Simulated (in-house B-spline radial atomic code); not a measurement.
# Er⁷⁺: ionisation energy by several methods

Wanted: one ionisation energy, Er⁷⁺ to configuration [Kr] 4d10 4f10 5s2 5p2, up the ladder of functionals.

Program: in-house B-spline radial atomic code version 1. Level of theory: non-relativistic, several functionals, spin-polarised; spherical all-electron atom at the radial basis limit. These are calculated values, not measurements, unless marked.

## 1. The atom as given

```
element       : erbium (Z = 68)
charge        : +7
electrons     : 61
configuration : [Kr] 4d10 4f10 5s2 5p3
nucleus       : point
```

Outer shells as boxes (Hund's rule):

[Kr] 4d10 4f10 5s2 5p3
```
[Kr] core
4d [↑↓][↑↓][↑↓][↑↓][↑↓]
4f [↑↓][↑↓][↑↓][↑ ][↑ ][↑ ][↑ ]
5s [↑↓]
5p [↑ ][↑ ][↑ ]
```

Where spins are not typed, each open shell is filled with up spins first.

## 2. exchange-only LDA

The run's settings:

```ini
Z = 68
electrons = 61.0
configuration = [Kr] 4d10 4f10 5s2 5p3
hamiltonian = nr
method = lda,
spin_polarised = True
```

## 3. PBEsol, a GGA

Changes to the settings of step 2:

```diff
@@ -4,3 +4,3 @@
 hamiltonian = nr
-method = lda,
+method = pbesol
 spin_polarised = True
```

## 4. PW91, a GGA

Changes to the settings of step 3:

```diff
@@ -4,3 +4,3 @@
 hamiltonian = nr
-method = pbesol
+method = pw91,pw91
 spin_polarised = True
```

## 5. BP86, a GGA

Changes to the settings of step 4:

```diff
@@ -4,3 +4,3 @@
 hamiltonian = nr
-method = pw91,pw91
+method = b88,p86
 spin_polarised = True
```

## 6. RPBE, a GGA

Changes to the settings of step 5:

```diff
@@ -4,3 +4,3 @@
 hamiltonian = nr
-method = b88,p86
+method = rpbe,pbe
 spin_polarised = True
```

## 7. OLYP, a GGA

Changes to the settings of step 6:

```diff
@@ -4,3 +4,3 @@
 hamiltonian = nr
-method = rpbe,pbe
+method = optx,lyp
 spin_polarised = True
```

Q: The tabulated ionisation energy is 131 ± 7 eV (tabulated theoretical; NIST Atomic Spectra Database). What does each method give, and which comes nearest?

As calculated:

| method | rung | total energy (hartree) | ΔSCF (eV) | −ε highest (eV) | ΔSCF less tabulated (eV) |
| --- | --- | --- | --- | --- | --- |
| exchange-only LDA | LDA | -12474.6500 | 125.83 | 110.42 (4f down) | -5.17 |
| PBEsol | GGA | -12484.5194 | 127.01 | 112.35 (4f down) | -3.99 |
| PW91 | GGA | -12489.5302 | 127.04 | 112.41 (4f down) | -3.96 |
| BP86 | GGA | -12489.7830 | 127.02 | 112.47 (4f down) | -3.98 |
| RPBE | GGA | -12488.5903 | 126.87 | 112.14 (4f down) | -4.13 |
| OLYP | GGA | -12493.1568 | 127.25 | 112.80 (4f down) | -3.75 |

**Reading.** The tabulated ionisation energy is 131 ± 7 eV (tabulated theoretical; NIST Atomic Spectra Database). OLYP comes nearest (-3.75 eV) and exchange-only LDA is farthest (-5.17 eV, 3.9 %). The table's own uncertainty is as large as these misses, so the order means little. All methods miss on the same side by much the same amount, which points to something that they share. These runs lack relativity altogether, which can outweigh the gaps between the methods, so the nearest may be so by luck. These runs leave out relativity, which matters at this nuclear charge. Open shells are averaged (over orientations, and over spins where the run is restricted), while tables refer to the lowest levels. ΔSCF removes a 5p electron, which is never the highest level here, so the two columns refer to different electrons.
